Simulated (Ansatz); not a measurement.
# BrH7N2Si: the cost of one run

All numbers below are computed with Ansatz 0.2.0 (RKS BHLYP-D4/def2-SVP).

## Step 1: The system as given

Bond lengths: Si1–H3 1.460 Å, Si1–N4 1.819 Å, N4–H5 1.060 Å, N4–H6 1.060 Å, Si1–N7 1.819 Å, N7–H8 1.060 Å, N7–H9 1.060 Å, Si1–Br10 2.610 Å. Angles: H3–Si1–N4 109.5°, H3–Si1–N7 109.5°, H3–Si1–Br10 75.8°, N4–Si1–N7 109.5°, N4–Si1–Br10 173.4°, N7–Si1–Br10 64.4°, Si1–N4–H5 120.0°, Si1–N4–H6 120.0°, H5–N4–H6 120.0°, Si1–N7–H8 120.0°, Si1–N7–H9 120.0°, H8–N7–H9 120.0°.

As a file:

```xyz
11

Si    0.0000    0.0000    0.0000
H     0.0000    0.0000    1.8100
H     1.3768    0.0000   -0.4862
N    -0.8572    1.4851   -0.6061
H    -1.8773    1.4300   -0.8888
H    -0.3367    2.4058   -0.6766
N    -0.8572   -1.4851   -0.6061
H    -1.3922   -2.1014    0.0704
H    -0.8219   -1.7344   -1.6357
Br    0.9712   -2.2785    0.8230
H     0.3674   -0.8621    1.9196
```

## Step 2: Pulling towards end A

Springs on the bonds that form and break draw the guess towards this end; the thresholds are loose.

Input file input.yaml:

```yaml
crystal:
  periodic: [false, false, false]
  atoms:
    - { symbol: Si, position_ang: [0.0, 0.0, 0.0] }
    - { symbol: H, position_ang: [0.0, 0.0, 1.81] }
    - { symbol: H, position_ang: [1.3768, 0.0, -0.4862] }
    - { symbol: "N", position_ang: [-0.8572, 1.4851, -0.6061] }
    - { symbol: H, position_ang: [-1.8773, 1.43, -0.8888] }
    - { symbol: H, position_ang: [-0.3367, 2.4058, -0.6766] }
    - { symbol: "N", position_ang: [-0.8572, -1.4851, -0.6061] }
    - { symbol: H, position_ang: [-1.3922, -2.1014, 0.0704] }
    - { symbol: H, position_ang: [-0.8219, -1.7344, -1.6357] }
    - { symbol: Br, position_ang: [0.9712, -2.2785, 0.823] }
    - { symbol: H, position_ang: [0.3674, -0.8621, 1.9196] }
basis:
  gaussian: { orbitals: def2-SVP }
hamiltonian:
  xc: { name: BHLYP }
  dispersion: d4
relax:
  f_tol: 0.15
  max_steps: 25
  restrain:
    - { distance: [0, 9], at: 3.51, k: 30.0 }
    - { distance: [10, 1], at: 1.86, k: 30.0 }
    - { distance: [0, 1], at: 1.46, k: 30.0 }
    - { distance: [10, 9], at: 1.55, k: 30.0 }
```

Started as:

```sh
> ansatz run input.yaml --threads 4 --pin off --max-ram 5120MiB --backend cpu --events-out ev --progress --plain --runs-dir out
```

Q: Estimate wall time and peak memory on 4 threads of Arm Neoverse V1, shared host.

About 23 s, with a peak of 0.28 GiB.
